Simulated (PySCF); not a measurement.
**How the numerical set-up moves the result for KNa⁺**

Which parts of the numerical set-up matter for KNa⁺? Each run edits the base script.

Method: method and basis as typed in the scripts; program: PySCF 2.14.0.

3 further runs of the same task are left out: 3 that didn't finish.

**1. Starting geometry**

KNa⁺: 2 atoms, charge 1, spin multiplicity 2.

Bond lengths: K1–Na2 3.620 Å.

**2. Base script**

input.py

```python
from pyscf import gto, dft

mol = gto.M(
    atom='K 0 0 0; Na 0 0 3.62',
    basis='sbkjc',
    ecp={'K': 'sbkjc', 'Na': 'sbkjc'},
    charge=1,
    spin=1,
    symmetry=True,
    verbose=4,
)
mf = dft.UKS(mol, xc='r2scan')
mf = mf.density_fit(auxbasis='def2-universal-jkfit')
mf.kernel()
g = mf.nuc_grad_method()
g.grid_response = True
g.kernel()
mf.dip_moment()
print('orbital energies (hartree):', [e[max(0, n-3):n+3].round(4) for e, n in zip(mf.mo_energy, mol.nelec)])
```

The run is started by

```sh
$ OMP_NUM_THREADS=1 python input.py
```

The log of this run is left out.

In short: E(SCF) = -0.193293 Eh, 6 cycles, ⟨S²⟩ = 0.750, gradient on the second atom -0.0079 Eh/bohr.

The bond length is a typed value, not an optimised one. The dipole of an ion depends on the origin.

**3. Cartesian functions on**

Variant 1 changes Cartesian functions: off → on.

input.py

```python
from pyscf import gto, dft

mol = gto.M(
    atom='K 0 0 0; Na 0 0 3.62',
    basis='sbkjc',
    ecp={'K': 'sbkjc', 'Na': 'sbkjc'},
    charge=1,
    spin=1,
    symmetry=True,
    cart=True,
    verbose=4,
)
mf = dft.UKS(mol, xc='r2scan')
mf = mf.density_fit(auxbasis='def2-universal-jkfit')
mf.kernel()
g = mf.nuc_grad_method()
g.grid_response = True
g.kernel()
mf.dip_moment()
print('orbital energies (hartree):', [e[max(0, n-3):n+3].round(4) for e, n in zip(mf.mo_energy, mol.nelec)])
```

The run is started by

```sh
$ OMP_NUM_THREADS=1 python input.py
```

**4. Integration grid 6**

Variant 2 changes integration grid: default → 6.

Changes to input.py since step 2:

```diff
@@ -13,2 +13,3 @@
 mf = mf.density_fit(auxbasis='def2-universal-jkfit')
+mf.grids.level = 6
 mf.kernel()
```

**5. 6-31+g* (core potential off)**

Variant 3 changes basis set: sbkjc → 6-31+g*; core potential: on → off. The core potential changes with it: totals don't compare.

Changes to input.py since step 2:

```diff
@@ -4,4 +4,3 @@
     atom='K 0 0 0; Na 0 0 3.62',
-    basis='sbkjc',
-    ecp={'K': 'sbkjc', 'Na': 'sbkjc'},
+    basis='6-31+g*',
     charge=1,
```

**6. Def2-svp (core potential off)**

Variant 4 changes basis set: sbkjc → def2-svp; core potential: on → off. The core potential changes with it: totals don't compare.

Changes to input.py since step 2:

```diff
@@ -4,4 +4,3 @@
     atom='K 0 0 0; Na 0 0 3.62',
-    basis='sbkjc',
-    ecp={'K': 'sbkjc', 'Na': 'sbkjc'},
+    basis='def2-svp',
     charge=1,
```

**7. Crenbl**

Variant 5 changes basis set: sbkjc → crenbl. The core potential changes with it: totals don't compare.

Changes to input.py since step 2:

```diff
@@ -4,4 +4,4 @@
     atom='K 0 0 0; Na 0 0 3.62',
-    basis='sbkjc',
-    ecp={'K': 'sbkjc', 'Na': 'sbkjc'},
+    basis='crenbl',
+    ecp={'K': 'crenbl', 'Na': 'crenbl'},
     charge=1,
```

Before running it: what results should come out? Wanted: for each run, E(SCF); from base; gap, α spin.

As calculated:

| run | E(SCF) (hartree) | from base (eV) | cycles | gap, α spin (eV) | functions |
| --- | --- | --- | --- | --- | --- |
| base | -0.193293 | 0 | 6 | 2.65 | 16 |
| Cartesian functions on | -0.193292 | 0.0000 | 6 | 2.65 | 16 |
| integration grid 6 | -0.193293 | 0.0000 | 6 | 2.65 | 16 |
| 6-31+g* (core potential off) | -761.929122 | not comparable | 7 | 2.56 | 48 |
| def2-svp (core potential off) | -761.842175 | not comparable | 7 | 2.59 | 39 |
| crenbl | -75.818885 | not comparable | 8 | 2.02 | 35 |

No change of the SCF energy comes from Cartesian functions on or integration grid 6. The basis has no d shells, so the Cartesian switch can't act. With Cartesian functions on, integration grid 6 the path hardly changes: 6 cycles against 6.
